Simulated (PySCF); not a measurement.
# WO4 (-2): NMR shieldings

Aim: compute the NMR shieldings of WO4 (-2) (`[O]=[W-2](=[O])(=[O])=[O]`).

Programs: PySCF 2.14.0, with routines of our own; each step states its level. All values are computed. Atoms count from 0.

## (1) The system as given

5 atoms, charge -2, multiplicity 1; geometry from: GFN2-xTB.

## (2) NMR shieldings: PBE0/pcSseg-1 W:us-x2c-TZVPall-2c, spin–orbit

The job: settings as JSON, then the geometry in Å.

```
{"job": {"xc": "PBE0", "basis": {"default": "pcSseg-1", "W": "us-x2c-TZVPall-2c"}, "rel": "so", "kind": "hnmr"}, "charge": -2, "multiplicity": 1}
W     -0.000050    -0.000670     0.000130
O      0.011250    -0.018680     1.803500
O      1.696500     0.011620    -0.611290
O     -0.857340     1.476060    -0.581050
O     -0.850360    -1.468330    -0.611300
```

Level: PBE0/pcSseg-1 W:us-x2c-TZVPall-2c GIAO NMR shielding, X2C with spin-orbit coupling, screened-nuclear two-electron part, Gaussian nuclei, gas phase.

The run is started by

```bash
> OMP_NUM_THREADS=1 python heavy_run.py task.json out
```

This one command runs all jobs of the session in turn.

The program printed:

```text
spin-free SCF
coarse grid: 29656 points
cycle   1  E = -16442.5879727152  dE =  4.789e-01  |g| = 3.218e+00  |ddm| = 3.002e+00
cycle   2  E = -16430.7702150856  dE =  1.182e+01  |g| = 8.969e+00  |ddm| = 7.900e+00
cycle   3  E = -16444.2074564123  dE = -1.344e+01  |g| = 8.992e-01  |ddm| = 6.169e+00
cycle   4  E = -16444.3166452879  dE = -1.092e-01  |g| = 4.772e-01  |ddm| = 8.712e-01
cycle   5  E = -16444.3467422601  dE = -3.010e-02  |g| = 1.265e-01  |ddm| = 3.096e-01
cycle   6  E = -16444.3486524116  dE = -1.910e-03  |g| = 7.773e-02  |ddm| = 8.874e-02
cycle   7  E = -16444.3496692091  dE = -1.017e-03  |g| = 2.578e-02  |ddm| = 5.574e-02
cycle   8  E = -16444.3497956437  dE = -1.264e-04  |g| = 1.175e-03  |ddm| = 1.551e-02
cycle   9  E = -16444.3497955401  dE =  1.036e-07  |g| = 1.275e-03  |ddm| = 1.238e-03
final grid: 60424 points
cycle  10  E = -16444.3367167781  dE = -1.103e-05  |g| = 3.750e-03  |ddm| = 3.045e-03
cycle  11  E = -16444.3366992783  dE =  1.750e-05  |g| = 1.027e-02  |ddm| = 7.677e-03
cycle  12  E = -16444.3367193824  dE = -2.010e-05  |g| = 1.130e-04  |ddm| = 5.674e-03
cycle  13  E = -16444.3367193814  dE =  1.037e-09  |g| = 1.433e-04  |ddm| = 1.438e-04
cycle  14  E = -16444.3367193840  dE = -2.579e-09  |g| = 4.648e-05  |ddm| = 9.998e-05
converged SCF energy = -16444.3367193840
two-component SCF
cycle   1  E = -16437.0311340666  dE = -1.644e+04  |FDS-SDF| = 3.176e+02
cycle   2  E = -16456.2151487760  dE = -1.918e+01  |FDS-SDF| = 1.358e+00
cycle   3  E = -16456.2186878464  dE = -3.539e-03  |FDS-SDF| = 6.468e-02
cycle   4  E = -16456.2187015403  dE = -1.369e-05  |FDS-SDF| = 4.358e-02
cycle   5  E = -16456.2187663375  dE = -6.480e-05  |FDS-SDF| = 2.438e-02
cycle   6  E = -16456.2188569265  dE = -9.059e-05  |FDS-SDF| = 4.460e-03
cycle   7  E = -16456.2188626046  dE = -5.678e-06  |FDS-SDF| = 1.294e-03
cycle   8  E = -16456.2188636096  dE = -1.005e-06  |FDS-SDF| = 4.968e-04
cycle   9  E = -16456.2188636987  dE = -8.904e-08  |FDS-SDF| = 8.705e-05
cycle  10  E = -16456.2188637025  dE = -3.827e-09  |FDS-SDF| = 5.709e-05
converged, E = -16456.2188637025

Field gradients (au) and densities at the nuclei (bohr^-3)
atom        Vxx        Vyy        Vzz        centre      nuclear mean
  0 W     -0.0015    -0.0187     0.0202    1389584.930    1313576.921
  1 O     -0.0740    -0.0760     0.1499        282.666        282.665
  2 O     -0.0746    -0.0756     0.1502        282.666        282.665
  3 O     -0.0748    -0.0765     0.1513        282.666        282.665
  4 O     -0.0737    -0.0746     0.1484        282.666        282.665
without picture change
  0 W                            0.0219                   3599874.669

Core orbital energies (eV)
atom   shell        mean    spread
  0 W  1s       -69392.214   0.000
  0 W  2s       -12002.512   0.000
  0 W  3s        -2772.491   0.000
  0 W  4s         -572.059   0.000
  0 W  5s          -73.245   0.000
  0 W  2p1/2    -11471.318   0.000
  0 W  2p3/2    -10122.348   0.000
  0 W  3p1/2     -2536.382   0.000
  0 W  3p3/2     -2242.941   0.000
  0 W  4p1/2      -473.785   0.000
  0 W  4p3/2      -405.569   0.000
  0 W  5p1/2       -43.490   0.000
  0 W  5p3/2       -33.703   0.001
  0 W  3d3/2     -1846.975   0.000
  0 W  3d5/2     -1783.487   0.001
  0 W  4d3/2      -244.161   0.000
  0 W  4d5/2      -231.450   0.006
  0 W  4f5/2       -28.123   0.006
  0 W  4f7/2       -25.926   0.015

vertical triplet (scalar unrestricted SCF): 4.851 eV

Shielding tensors (ppm)
atom      isotropic    diamagn.    paramagn.     s11        s22        s33       span
  0 W      4367.51     7776.19    -3408.68    4364.77    4368.16    4369.60       4.82
  1 O      -193.79      401.22     -595.01    -315.32    -313.73      47.68     362.99
  2 O      -193.81      401.22     -595.03    -315.01    -314.04      47.63     362.65
  3 O      -193.78      401.22     -595.00    -314.92    -313.97      47.54     362.46
  4 O      -193.87      401.23     -595.10    -315.03    -314.33      47.74     362.77
```

Run time: 3 min. Hardware: 1 thread of Intel Xeon Platinum 8259CL at 2.50GHz, shared host; peak memory 1.1 GiB.

Key values:

```
                       quantity        value
energy from spin-orbit coupling  -11.8821 Eh
```

## (3) NMR shieldings: PBE0/pcSseg-1 W:us-x2c-TZVPall-2c, spin-free

The job: settings as JSON, then the geometry in Å.

```
{"job": {"xc": "PBE0", "basis": {"default": "pcSseg-1", "W": "us-x2c-TZVPall-2c"}, "rel": "sf", "kind": "hnmr"}, "charge": -2, "multiplicity": 1}
W     -0.000050    -0.000670     0.000130
O      0.011250    -0.018680     1.803500
O      1.696500     0.011620    -0.611290
O     -0.857340     1.476060    -0.581050
O     -0.850360    -1.468330    -0.611300
```

Method: PBE0/pcSseg-1 W:us-x2c-TZVPall-2c GIAO NMR shielding, spin-free X2C, Gaussian nuclei, gas phase.

The program printed:

```text
spin-free SCF
coarse grid: 29656 points
cycle   1  E = -16442.5879727152  dE =  4.789e-01  |g| = 3.218e+00  |ddm| = 3.002e+00
cycle   2  E = -16430.7702150856  dE =  1.182e+01  |g| = 8.969e+00  |ddm| = 7.900e+00
cycle   3  E = -16444.2074564123  dE = -1.344e+01  |g| = 8.992e-01  |ddm| = 6.169e+00
cycle   4  E = -16444.3166452879  dE = -1.092e-01  |g| = 4.772e-01  |ddm| = 8.712e-01
cycle   5  E = -16444.3467422601  dE = -3.010e-02  |g| = 1.265e-01  |ddm| = 3.096e-01
cycle   6  E = -16444.3486524116  dE = -1.910e-03  |g| = 7.773e-02  |ddm| = 8.874e-02
cycle   7  E = -16444.3496692091  dE = -1.017e-03  |g| = 2.578e-02  |ddm| = 5.574e-02
cycle   8  E = -16444.3497956437  dE = -1.264e-04  |g| = 1.175e-03  |ddm| = 1.551e-02
cycle   9  E = -16444.3497955401  dE =  1.036e-07  |g| = 1.275e-03  |ddm| = 1.238e-03
final grid: 60424 points
cycle  10  E = -16444.3367167781  dE = -1.103e-05  |g| = 3.750e-03  |ddm| = 3.045e-03
cycle  11  E = -16444.3366992783  dE =  1.750e-05  |g| = 1.027e-02  |ddm| = 7.677e-03
cycle  12  E = -16444.3367193824  dE = -2.010e-05  |g| = 1.130e-04  |ddm| = 5.674e-03
cycle  13  E = -16444.3367193814  dE =  1.037e-09  |g| = 1.433e-04  |ddm| = 1.438e-04
cycle  14  E = -16444.3367193840  dE = -2.579e-09  |g| = 4.648e-05  |ddm| = 9.998e-05
converged SCF energy = -16444.3367193840
check of the scalar solution
cycle   1  E = -16444.3367193839  dE = -1.644e+04  |FDS-SDF| = 4.648e-05
cycle   2  E = -16444.3367193828  dE =  1.077e-09  |FDS-SDF| = 9.461e-05
cycle   3  E = -16444.3367193843  dE = -1.455e-09  |FDS-SDF| = 5.733e-06
converged, E = -16444.3367193843

Field gradients (au) and densities at the nuclei (bohr^-3)
atom        Vxx        Vyy        Vzz        centre      nuclear mean
  0 W     -0.0015    -0.0180     0.0196    1382927.684    1307019.263
  1 O     -0.0683    -0.0704     0.1387        282.665        282.664
  2 O     -0.0689    -0.0700     0.1389        282.665        282.664
  3 O     -0.0692    -0.0709     0.1401        282.665        282.664
  4 O     -0.0681    -0.0690     0.1371        282.665        282.664
without picture change
  0 W                            0.0223                   3600371.803

Core orbital energies (eV)
atom   shell        mean    spread
  0 W  1s       -69405.490   0.000
  0 W  2s       -12005.662   0.000
  0 W  3s        -2773.496   0.000
  0 W  4s         -572.358   0.000
  0 W  5s          -73.310   0.000
  0 W  2p       -10533.088   0.000
  0 W  3p        -2333.102   0.000
  0 W  4p         -426.485   0.000
  0 W  5p          -36.673   0.001
  0 W  3d        -1809.254   0.000
  0 W  4d         -236.625   0.007
  0 W  4f          -26.977   0.029

Shielding tensors (ppm)
atom      isotropic    diamagn.    paramagn.     s11        s22        s33       span
  0 W       936.80     8899.23    -7962.43     934.73     937.32     938.33       3.60
  1 O      -188.83      401.06     -589.88    -297.73    -296.12      27.37     325.10
  2 O      -188.85      401.06     -589.91    -297.45    -296.44      27.33     324.78
  3 O      -188.85      401.05     -589.90    -297.37    -296.40      27.23     324.60
  4 O      -188.87      401.06     -589.94    -297.40    -296.68      27.45     324.85
```

It took 47 s on 1 thread of Intel Xeon Platinum 8259CL at 2.50GHz, shared host; peak memory 1 GiB.

## (4) NMR shieldings: PBE0/pcSseg-1 W:us-x2c-TZVPall-2c in water, spin–orbit

The job: settings as JSON, then the geometry in Å.

```
{"job": {"xc": "PBE0", "basis": {"default": "pcSseg-1", "W": "us-x2c-TZVPall-2c"}, "rel": "so", "solvent": "water", "kind": "hnmr"}, "charge": -2, "multiplicity": 1}
W     -0.000050    -0.000670     0.000130
O      0.011250    -0.018680     1.803500
O      1.696500     0.011620    -0.611290
O     -0.857340     1.476060    -0.581050
O     -0.850360    -1.468330    -0.611300
```

Method: PBE0/pcSseg-1 W:us-x2c-TZVPall-2c GIAO NMR shielding, X2C with spin-orbit coupling, screened-nuclear two-electron part, Gaussian nuclei, IEF-PCM water.

The program printed:

```text
spin-free SCF
coarse grid: 29656 points
cycle   1  E = -16442.9538172542  dE =  1.132e-01  |g| = 3.199e+00  |ddm| = 3.002e+00
cycle   2  E = -16431.8559757352  dE =  1.110e+01  |g| = 8.769e+00  |ddm| = 7.361e+00
cycle   3  E = -16444.5630282325  dE = -1.271e+01  |g| = 8.623e-01  |ddm| = 5.670e+00
cycle   4  E = -16444.6654163344  dE = -1.024e-01  |g| = 4.371e-01  |ddm| = 7.847e-01
cycle   5  E = -16444.6890162001  dE = -2.360e-02  |g| = 1.079e-01  |ddm| = 2.731e-01
cycle   6  E = -16444.6911289112  dE = -2.113e-03  |g| = 2.533e-02  |ddm| = 6.565e-02
cycle   7  E = -16444.6910491453  dE =  7.977e-05  |g| = 3.168e-02  |ddm| = 2.793e-02
cycle   8  E = -16444.6912372952  dE = -1.881e-04  |g| = 9.287e-04  |ddm| = 1.710e-02
cycle   9  E = -16444.6912374041  dE = -1.089e-07  |g| = 3.234e-04  |ddm| = 6.485e-04
final grid: 60424 points
cycle  10  E = -16444.6781604644  dE = -1.317e-05  |g| = 1.151e-03  |ddm| = 1.466e-03
cycle  11  E = -16444.6781596034  dE =  8.611e-07  |g| = 2.528e-03  |ddm| = 1.840e-03
cycle  12  E = -16444.6781606015  dE = -9.982e-07  |g| = 2.348e-04  |ddm| = 1.445e-03
cycle  13  E = -16444.6781606100  dE = -8.531e-09  |g| = 6.885e-05  |ddm| = 1.363e-04
converged SCF energy = -16444.6781606100
two-component SCF
cycle   1  E = -16437.3725761396  dE = -1.644e+04  |FDS-SDF| = 3.176e+02
cycle   2  E = -16456.5565937376  dE = -1.918e+01  |FDS-SDF| = 1.358e+00
cycle   3  E = -16456.5601394409  dE = -3.546e-03  |FDS-SDF| = 6.454e-02
cycle   4  E = -16456.5601654445  dE = -2.600e-05  |FDS-SDF| = 4.248e-02
cycle   5  E = -16456.5602292404  dE = -6.380e-05  |FDS-SDF| = 2.293e-02
cycle   6  E = -16456.5603081709  dE = -7.893e-05  |FDS-SDF| = 4.395e-03
cycle   7  E = -16456.5603137646  dE = -5.594e-06  |FDS-SDF| = 1.270e-03
cycle   8  E = -16456.5603147670  dE = -1.002e-06  |FDS-SDF| = 4.464e-04
cycle   9  E = -16456.5603148402  dE = -7.322e-08  |FDS-SDF| = 7.844e-05
cycle  10  E = -16456.5603148439  dE = -3.634e-09  |FDS-SDF| = 3.263e-05
converged, E = -16456.5603148439

Field gradients (au) and densities at the nuclei (bohr^-3)
atom        Vxx        Vyy        Vzz        centre      nuclear mean
  0 W     -0.0017    -0.0184     0.0201    1389585.043    1313577.028
  1 O     -0.0675    -0.0695     0.1371        282.666        282.665
  2 O     -0.0682    -0.0692     0.1374        282.666        282.666
  3 O     -0.0683    -0.0700     0.1384        282.666        282.666
  4 O     -0.0674    -0.0680     0.1355        282.666        282.666
without picture change
  0 W                            0.0217                   3599874.969

Core orbital energies (eV)
atom   shell        mean    spread
  0 W  1s       -69401.473   0.000
  0 W  2s       -12011.772   0.000
  0 W  3s        -2781.753   0.000
  0 W  4s         -581.323   0.000
  0 W  5s          -82.513   0.000
  0 W  2p1/2    -11480.577   0.000
  0 W  2p3/2    -10131.607   0.000
  0 W  3p1/2     -2545.643   0.000
  0 W  3p3/2     -2252.202   0.000
  0 W  4p1/2      -483.048   0.000
  0 W  4p3/2      -414.831   0.000
  0 W  5p1/2       -52.761   0.000
  0 W  5p3/2       -42.977   0.001
  0 W  3d3/2     -1856.236   0.000
  0 W  3d5/2     -1792.748   0.001
  0 W  4d3/2      -253.423   0.000
  0 W  4d5/2      -240.712   0.006
  0 W  4f5/2       -37.386   0.005
  0 W  4f7/2       -35.189   0.015

Shielding tensors (ppm)
atom      isotropic    diamagn.    paramagn.     s11        s22        s33       span
  0 W      4375.67     7775.65    -3399.98    4372.91    4376.34    4377.75       4.84
  1 O      -186.99      401.23     -588.22    -309.71    -308.04      56.78     366.49
  2 O      -187.25      401.23     -588.48    -309.67    -308.66      56.57     366.24
  3 O      -186.97      401.22     -588.20    -309.29    -308.24      56.61     365.91
  4 O      -187.34      401.24     -588.58    -309.71    -309.02      56.70     366.40
```

Run time: 2.5 min. Hardware: 1 thread of Intel Xeon Platinum 8259CL at 2.50GHz, shared host; peak memory 1.2 GiB.

From this job:

| quantity | value |
| --- | --- |
| energy from spin-orbit coupling | -11.8822 Eh |

(Part 1 of 2 ends here.)
